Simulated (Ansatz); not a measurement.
# FGeH5: the cost of one run

Method: RKS LDA/def2-TZVP, in Ansatz 0.2.0.

### 1 The system as given

Bond lengths: Ge1–F2 2.106 Å, Ge1–H3 1.509 Å, Ge1–H4 1.496 Å, Ge1–H5 1.511 Å. Angles: F2–Ge1–H3 129.9°, F2–Ge1–H4 99.0°, F2–Ge1–H5 84.6°, H3–Ge1–H4 118.4°, H3–Ge1–H5 107.6°, H4–Ge1–H5 112.7°.

Structure file:

```xyz
7

Ge   -0.5676   -0.2257   -0.0469
F     0.6861    1.4659   -0.0071
H    -0.5454   -1.4252   -0.9621
H    -0.6931   -0.4577    1.4260
H    -1.6077    0.7334   -0.5769
H     1.3298    0.4430    0.0692
H     1.3978   -0.5337    0.0977
```

### 2 A restrained relaxation towards end A

Springs on the bonds that form and break draw the guess towards this end; the thresholds are loose.

input.yaml reads:

```yaml
crystal:
  periodic: [false, false, false]
  atoms:
    - { symbol: Ge, position_ang: [-0.5676, -0.2257, -0.0469] }
    - { symbol: F, position_ang: [0.6861, 1.4659, -0.0071] }
    - { symbol: H, position_ang: [-0.5454, -1.4252, -0.9621] }
    - { symbol: H, position_ang: [-0.6931, -0.4577, 1.426] }
    - { symbol: H, position_ang: [-1.6077, 0.7334, -0.5769] }
    - { symbol: H, position_ang: [1.3298, 0.443, 0.0692] }
    - { symbol: H, position_ang: [1.3978, -0.5337, 0.0977] }
basis:
  gaussian: { orbitals: def2-TZVP }
hamiltonian:
  xc: lda
relax:
  f_tol: 0.15
  max_steps: 25
  restrain:
    - { distance: [0, 6], at: 2.81, k: 30.0 }
    - { distance: [5, 1], at: 2.18, k: 30.0 }
    - { distance: [0, 1], at: 1.77, k: 30.0 }
    - { distance: [5, 6], at: 0.62, k: 30.0 }
output:
  orbitals: {}
```

Run with:

```
ansatz run input.yaml --threads 2 --pin off --max-ram 3072MiB --backend cpu --events-out ev --progress --plain --runs-dir out
```

**Question.** How long does this run take on 2 threads of Arm Neoverse V2, shared host, and how much memory does it need?

About 6 s, with a peak of 0.16 GiB.
